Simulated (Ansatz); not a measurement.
## Molecular dynamics of Li7V2O8F2, charge -1

input.yaml

```yaml
accuracy: low
crystal:
  lattice:
    - [3.05407, -4.349975, 0.0]
    - [3.05407, 4.349975, 0.0]
    - [-0.111183, 0.0, 9.060117]
  atoms:
    - { symbol: Li, position: [0.67956187, 0.23852796, 0.4373545] }
    - { symbol: Li, position: [0.23425126, 0.87403578, 0.73734259] }
    - { symbol: Li, position: [0.17730971, 0.48652085, 0.5631676] }
    - { symbol: Li, position: [0.13658639, 0.42127362, 0.9471997] }
    - { symbol: Li, position: [0.90394408, 0.61720058, 0.07722925] }
    - { symbol: Li, position: [1.02321574, 0.13968392, 0.23397794] }
    - { symbol: Li, position: [0.6606911, 0.88454876, 0.58610944] }
    - { symbol: V, position: [0.4567853, 0.64514656, 0.25147193], spin: 1.5 }
    - { symbol: V, position: [0.64878459, 0.49080505, 0.70939524], spin: 1.5 }
    - { symbol: O, position: [0.87522411, 0.58569802, 0.57870702] }
    - { symbol: O, position: [0.82019525, 0.4885437, 0.8778692] }
    - { symbol: O, position: [0.60991283, 0.4174139, 0.24053092] }
    - { symbol: O, position: [0.53942608, 0.18217922, 0.63275547] }
    - { symbol: O, position: [0.38262599, 0.6728572, 0.43303824] }
    - { symbol: O, position: [0.38340642, 0.60030395, 0.74239556] }
    - { symbol: O, position: [0.64972654, 0.91945914, 0.14673192] }
    - { symbol: O, position: [0.15258587, 0.58077493, 0.16364973] }
    - { symbol: F, position: [0.10621957, 0.07799218, 0.85532321] }
    - { symbol: F, position: [-0.02697073, 0.08472721, 0.45297736] }
magnetization:
  spin_polarized: true
total_charge: -1
basis:
  ecutwfc: 420.0
kpoints:
  mp_grid: { grid: [2, 2, 1] }
hamiltonian:
  xc: lda
scf:
  occupations: { method: fermi_dirac, width: 0.05 }
  lower_state_search: "off"
md:
  timestep: 1
  n_steps: 170
  ensemble: nvt_langevin
  temperature: 2400.0
  initial_velocities: maxwell_boltzmann
  seed: 681280
  friction: 0.01
```

Run as:

```bash
$ ansatz run input.yaml --threads 1 --pin off --max-ram 3072MiB --backend cpu --events-out ev --progress --plain --runs-dir out
```

It goes on from the last frame of an earlier run, with new velocities.

Output, in part (warnings, step lines):

```
WARN: the starting moments were not kept: the SCF closed with an absolute magnetisation of 9.1e-6 μB, where they sum to 3 μB in size (2 sites). That is at most 0.1 of that sum. Measured as dr2_m measures the in/out step, that magnetisation stands 1.0e-11 eV from none, at or under the dr2_threshold …
md step     0: t =     0.00 fs  T =  2273.7 K  F+E_penalty+E_count = -13174.49464543 eV  E_kin = 5.584032 eV  (21 SCF iters)
md step     1: t =     1.00 fs  T =  2372.2 K  F+E_penalty+E_count = -13174.26976756 eV  E_kin = 5.826056 eV  (12 SCF iters)
md step     2: t =     2.00 fs  T =  2223.5 K  F+E_penalty+E_count = -13173.98027071 eV  E_kin = 5.460781 eV  (12 SCF iters)
md step     3: t =     3.00 fs  T =  2112.1 K  F+E_penalty+E_count = -13173.67283507 eV  E_kin = 5.187279 eV  (12 SCF iters)
md step     4: t =     4.00 fs  T =  2173.8 K  F+E_penalty+E_count = -13173.40422351 eV  E_kin = 5.338800 eV  (12 SCF iters)
md step     5: t =     5.00 fs  T =  2004.1 K  F+E_penalty+E_count = -13173.21777920 eV  E_kin = 4.921887 eV  (12 SCF iters)
md step     6: t =     6.00 fs  T =  1824.0 K  F+E_penalty+E_count = -13173.14659213 eV  E_kin = 4.479736 eV  (11 SCF iters)
md step     7: t =     7.00 fs  T =  1819.4 K  F+E_penalty+E_count = -13173.20298521 eV  E_kin = 4.468359 eV  (10 SCF iters)
[... lines left out ...]
md step   170: t =   170.00 fs  T =  2246.3 K  F+E_penalty+E_count = -13172.72760487 eV  E_kin = 5.516817 eV  (10 SCF iters)
```

The steps, from the saved trajectory:

| time (fs) | T (K) | potential energy less start (eV) |
| --- | --- | --- |
| 0.0 | 2274 | 0.000 |
| 5.0 | 2004 | 1.277 |
| 10.0 | 1990 | 0.586 |
| 15.0 | 2433 | -0.352 |
| 20.0 | 2288 | -0.053 |
| 25.0 | 1903 | 0.728 |
| 30.0 | 1775 | 1.037 |
| 35.0 | 1955 | 0.699 |
| 40.0 | 2061 | 0.381 |
| 45.0 | 2114 | 0.623 |
| 50.0 | 1767 | 1.440 |
| 55.0 | 1588 | 1.875 |
| 60.0 | 1883 | 1.770 |
| 65.0 | 2226 | 1.883 |
| 70.0 | 2296 | 1.287 |
| 75.0 | 2159 | 0.798 |
| 80.0 | 2248 | 0.690 |
| 85.0 | 1974 | 1.080 |
| 90.0 | 1999 | 1.648 |
| 95.0 | 2452 | 1.188 |
| 100.0 | 1938 | 1.473 |
| 105.0 | 1608 | 1.993 |
| 110.0 | 1400 | 2.741 |
| 115.0 | 1422 | 2.777 |
| 120.0 | 1918 | 2.329 |
| 125.0 | 2107 | 2.172 |
| 130.0 | 2390 | 1.625 |
| 135.0 | 2599 | 1.136 |
| 140.0 | 2306 | 1.537 |
| 145.0 | 1996 | 2.330 |
| 150.0 | 2230 | 1.604 |
| 155.0 | 2826 | 1.079 |
| 160.0 | 2459 | 1.577 |
| 165.0 | 2021 | 2.074 |
| 170.0 | 2246 | 1.767 |

All steps were run. The mean temperature of the second half is 12 % below the set value. A run of 0.17 ps of so small a system gives no equilibrium averages. No Hubbard correction was used and the magnetic state wasn't searched. Limits of this set-up: coarse k mesh, low accuracy level, charged cell in a uniform background, uncorrected.

Mean squared displacements from the first frame to the last, about the centre of mass: Li 3.14 Å², V 0.17 Å², O 0.51 Å², F 0.12 Å².

Last frame:

```xyz
19
Lattice="3.0541 -4.3500 0.0000 3.0541 4.3500 0.0000 -0.1112 0.0000 9.0601" Properties=species:S:1:pos:R:3
Li 2.876 -0.261 4.610
Li 3.907 2.566 7.066
Li 0.453 1.356 5.531
Li 1.557 0.752 8.056
Li 5.961 -0.792 0.521
Li 3.783 -2.607 2.454
Li 6.279 -1.864 4.794
V 3.282 0.313 1.877
V 3.353 -0.888 6.777
O 4.706 -0.978 5.827
O 3.219 -1.787 8.110
O 2.638 -1.061 2.176
O 2.111 -1.685 5.805
O 3.383 1.177 3.405
O 2.608 0.555 6.506
O 4.763 -0.302 1.296
O 2.012 1.090 0.863
F 0.406 -0.453 7.909
F 0.395 0.388 4.409
```

The run took 27 min on 1 thread of Arm Neoverse V1, on a shared host, peak memory 0.57 GiB.
